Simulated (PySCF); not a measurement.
# CH₇NO₂Si₂: electronic excitations

Wanted: the electronic excitations of CH₇NO₂Si₂ (`N[Si@@H]1OC[SiH2]O1`), by calculation.

Programs: PySCF 2.14.0, with density-fitted response routines of our own. Each step states its level of theory. These are calculated values for one molecule in the gas phase, unless marked as measured. Atoms count from 0, in the outputs and in this text.

### 1 The starting structure

13 atoms, charge 0, multiplicity 1; geometry from: GFN2-xTB.

Bonds of the start (Å): N0–Si1 1.72, Si1–O2 1.62, O2–C3 1.42, C3–Si4 1.92, Si4–O5 1.62, O5–Si1 1.65, N0–H6 1.01, N0–H7 1.01, Si1–H8 1.46, C3–H9 1.09, C3–H10 1.09, Si4–H11 1.46, Si4–H12 1.46.

### 2 Ultraviolet spectrum: CAM-B3LYP/def2-SVPD

Job settings and geometry (Å):

```
{"job": {"kind": "uv", "xc": "CAM-B3LYP", "basis": "def2-SVPD", "nstates": 8, "ntriplets": 3}, "charge": 0, "multiplicity": 1}
N      2.229964    -0.392084    -0.693566
Si     0.878351    -0.672460     0.327135
O     -0.413474    -1.086264    -0.564614
C     -1.552327    -0.242325    -0.500772
Si    -1.078820     1.278049     0.578750
O      0.414469     0.778407     0.962386
H      2.484168    -1.128911    -1.329721
H      3.054658    -0.005185    -0.266247
H      1.022584    -1.568291     1.466775
H     -2.375987    -0.828433    -0.081806
H     -1.827214     0.016173    -1.526747
H     -1.859254     1.344792     1.808379
H     -0.981505     2.507019    -0.197678
```

Level: TDDFT CAM-B3LYP/def2-SVPD, vertical, gas phase, core orbitals frozen in the response.

Command:

```console
> OMP_NUM_THREADS=1 python probes_run.py task.json out
```

This one command runs all jobs of the session in turn.

What will the session give for the following? lowest singlet (CAM-B3LYP/def2-SVPD); brightest single state of those computed; lowest triplet; surface potential, 1st and 99th percentile. Wanted: lowest singlet; brightest single state of those computed; lowest triplet; surface potential, 1st and 99th percentile.

The runs gave:

| quantity | value |
| --- | --- |
| lowest singlet (CAM-B3LYP/def2-SVPD) | 6.90 eV (180 nm), f = 0.024 |
| brightest single state of those computed | state 2, 7.05 eV, f = 0.037 |
| lowest triplet | 6.50 eV |
| surface potential, 1st and 99th percentile | -1.25 V and 1.66 V |

In words: The lowest singlet, at 6.90 eV, is HOMO→LUMO 0.58, HOMO→LUMO+2 0.12 and is weak; of the 8 states computed, the strongest absorption comes from state 2 at 7.05 eV. The lowest triplet lies 0.40 eV below the lowest singlet (triplets in Tamm-Dancoff, singlets in full TDDFT).
